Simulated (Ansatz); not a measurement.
# GePH (singlet): the correlation ladder, cc-pVDZ

One table from this session's results is given with a row withheld; the runs are named, their logs left out.

Method: cc-pVDZ, core rule «outside noble gas», up to 19 orbitals frozen; program: Ansatz 0.2.0, Gaussian basis.

To be run: UHF; CCSD(T) on RHF; CCSD(T) on UHF; BCCD(T) on RHF; CISD; CCSDT(Q) on RHF; CCSDT(Q) on UHF; CASSCF and MRCISD+Q, 10 electrons in 9 orbitals; CASSCF and NEVPT2, 10 electrons in 9 orbitals.

17 further runs of the same task are left out: 4 that didn't finish, 13 set aside as unsound or not needed.

### The geometry

The geometry is a PBE0/def2-TZVP stationary point (not a proven minimum) of the parent state, kept for this charge and spin. No spin-orbit coupling is included. The filled d shell of Ge may be among the frozen orbitals whatever the setting's name suggests; the logs give the count.

3 atoms, charge 0, spin multiplicity 1.

Atoms are counted from 1 here; the program's logs count them from 0.

Bond lengths: Ge1–P2 2.321 Å, Ge1–H3 1.598 Å. Angles: P2–Ge1–H3 92.4°.

Set-up of the first run:

Contents of in.yaml:

```yaml
crystal:
  periodic: [false, false, false]
  atoms:
    - {symbol: Ge, position_ang: [0.000000, -0.031660, 0.685831]}
    - {symbol: P, position_ang: [0.000000, 0.023387, -1.634127]}
    - {symbol: H, position_ang: [0.000000, 1.562951, 0.790027]}
basis:
  gaussian: {orbitals: cc-pVDZ}
magnetization: {spin_polarized: true, initial_magnetization: 0}
hamiltonian: {xc: hf}
output: {orbitals: {seedname: orbitals}}
```

The run is started by

```sh
$ ansatz run in.yaml --threads 1 --pin off --events-out ev --progress --plain --max-ram 2393MiB
```

Among the steps run: UHF; CCSD(T) on RHF; CCSD(T) on UHF; BCCD(T) on RHF; CISD; CCSDT(Q) on RHF; CCSDT(Q) on UHF; CASSCF and MRCISD+Q, 10 electrons in 9 orbitals; CASSCF and NEVPT2, 10 electrons in 9 orbitals.

One table of the session follows, with a row left open; its other results are not shown here.

It belongs to the step «Misses and costs». 

```
          method  from RCCSDT(Q) (meV)
             RHF               +6503.6
            RMP2               +1728.2
            UMP2               +1797.7
            CISD               +1205.4
           RCCSD                +518.3
           UCCSD                +563.6
        RCCSD(T)                +154.2
        UCCSD(T)                +208.0
         BCCD(T)                +169.6
          RCCSDT                 +78.8
          UCCSDT                     ?
       RCCSDT(Q)                     0
       UCCSDT(Q)                 +21.6
  CASSCF valence               +3958.8
  NEVPT2 valence                +941.6
  MRCISD valence                +335.1
MRCISD+Q valence                 +36.4
```

Q: Estimate the row for UCCSDT from the others.

As computed: from RCCSDT(Q) (meV): +106.1. In the column «from RCCSDT(Q) (meV)» it lies between RCCSDT (+78.8) and RCCSD(T) (+154.2).

Left out of the table: UHF (another determinant or state than the rows shown).

To keep in mind: The determinant is far from a pure spin state, so its energy mixes those of several spin states (harmless only where they are near-degenerate, as at dissociation). The program flags BCCD(T) as in doubt, so those rows may rest on another solution; read them beside their warnings. Warnings: restricted reference is unstable; spin contamination; coupled cluster took another determinant than the lowest; large T1 diagnostic. Restricted and unrestricted rows rest on different reference determinants; where their highest levels disagree by more than a few hundredths of an eV, they describe different states and don't form one ladder.
